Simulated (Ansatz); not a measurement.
The system is BaMg6Ti.

```
Ba Ti Mg
1.0
     6.68316    0.00000    0.00000
    -3.34158    5.78779    0.00000
     0.00000    0.00000    5.28780
Ba Ti Mg
1 1 6
Direct
  0.00000 0.00000 0.00000
  0.66667 0.33333 0.50000
  0.51403 0.48597 0.00000
  0.97194 0.48597 0.00000
  0.51403 0.02806 0.00000
  0.17702 0.82298 0.50000
  0.64595 0.82298 0.50000
  0.17702 0.35405 0.50000
```

The cell comes from a database or a generator and needn't be the stable form of this composition.

| Property | Result |
| --- | --- |
| Program | Ansatz 0.2.0 |
| Task | single point |
| Functional | PBE |
| Potentials or basis | Ansatz PAW |
| Cutoff | 420 eV (not typed: the program's choice for these potentials) |
| k mesh | 5 × 5 × 5 |
| Occupations | fermi-dirac, width 0.05 eV |
| Spin | no spin polarisation |

On this cell: pressure -0.2 GPa; largest force 0.147 eV/Å; band gap on the k mesh none (metal or under the smearing width).

The same run follows on a disturbed copy (atoms moved at random, drawn with an rms of 0.05 Å):

```
CELL_PARAMETERS angstrom
6.68316 0.00000 0.00000
-3.34158 5.78779 0.00000
0.00000 0.00000 5.28780
ATOMIC_POSITIONS crystal
Ba 0.99889 0.99409 0.00162
Ti 0.67427 0.34482 0.50023
Mg 0.51472 0.48992 0.00497
Mg 0.97359 0.49388 0.00667
Mg 0.50570 0.02200 0.99319
Mg 0.17466 0.82121 0.48644
Mg 0.64662 0.82494 0.49514
Mg 0.16074 0.34433 0.50349
```

Problem. What changes?

Solution. The energy (extrapolated to zero smearing) moves by +4.7 meV/atom; pressure -0.2 GPa; largest force 0.405 eV/Å; band gap on the k mesh none (metal or under the smearing width).

Forces in eV/Å, atoms in the order of the input:
```
Ba  -0.213  0.280 -0.200
Ti  -0.091 -0.150 -0.003
Mg  -0.186 -0.033 -0.055
Mg   0.219 -0.202 -0.114
Mg   0.193  0.008 -0.001
Mg   0.039  0.008  0.265
Mg  -0.048 -0.060  0.102
Mg   0.088  0.148  0.005
```

Stress tensor (GPa, compression positive):
```
 0.12 -0.12  0.10
-0.12 -0.05 -0.14
 0.10 -0.14 -0.68
```
